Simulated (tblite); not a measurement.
# C9H10P: the cost of one run

Computed with tblite 0.8.0 and PySCF 2.14.0, with density-fitted response routines of our own, on a single molecule, in the gas phase or a continuum. Atoms count from 0, in the outputs and in this text.

### 1 The molecule as given

20 atoms, charge -1, multiplicity 1; geometry from: force field or distance geometry start.

Bonds of the start (Å): C0–C1 1.34, C1–P2 1.79, P2–C3 1.80, C3–C4 1.41, C4–C5 1.39, C5–C6 1.39, C6–C7 1.40, C7–C8 1.38, C8–C9 1.50, C8–C3 1.37, C0–H10 1.08, C0–H11 1.09, C1–H12 1.09, C4–H13 1.10, C5–H14 1.08, C6–H15 1.09, C7–H16 1.09, C9–H17 1.12, C9–H18 1.10, C9–H19 1.10.

### 2 Geometry optimisation with GFN2-xTB

The job: settings as JSON, then the geometry in Å.

```
{"job": {"kind": "relax", "xc": "GFN2-xTB", "basis": "xTB"}, "charge": -1, "multiplicity": 1}
C      3.896000     0.921500     0.075200
C      2.648600     0.476100    -0.134500
P      1.282300     0.949400     0.923900
C     -0.126900    -0.059900     0.437600
C      0.040500    -1.444200     0.612000
C     -0.993400    -2.297400     0.259700
C     -2.183200    -1.769400    -0.241400
C     -2.324200    -0.383600    -0.384200
C     -1.295000     0.468800    -0.045300
C     -1.460600     1.946800    -0.202900
H      4.157400     1.603800     0.866000
H      4.649300     0.558800    -0.624600
H      2.473400    -0.219000    -0.950300
H      1.001200    -1.822200     0.998800
H     -0.886600    -3.363000     0.378100
H     -2.986200    -2.457100    -0.489500
H     -3.248700     0.043400    -0.771500
H     -2.506700     2.158500     0.121400
H     -0.769500     2.504800     0.438800
H     -1.372700     2.194400    -1.270200
```

Launch:

```sh
OMP_NUM_THREADS=1 python probes_run.py task.json out
```

The driver reads the jobs from task.json and runs them one after another.

Q: Estimate the wall time and peak memory of this first job on 1 thread of Intel Xeon Platinum 8488C, shared host.

About 1.2 s, with a peak of 0.18 GiB.
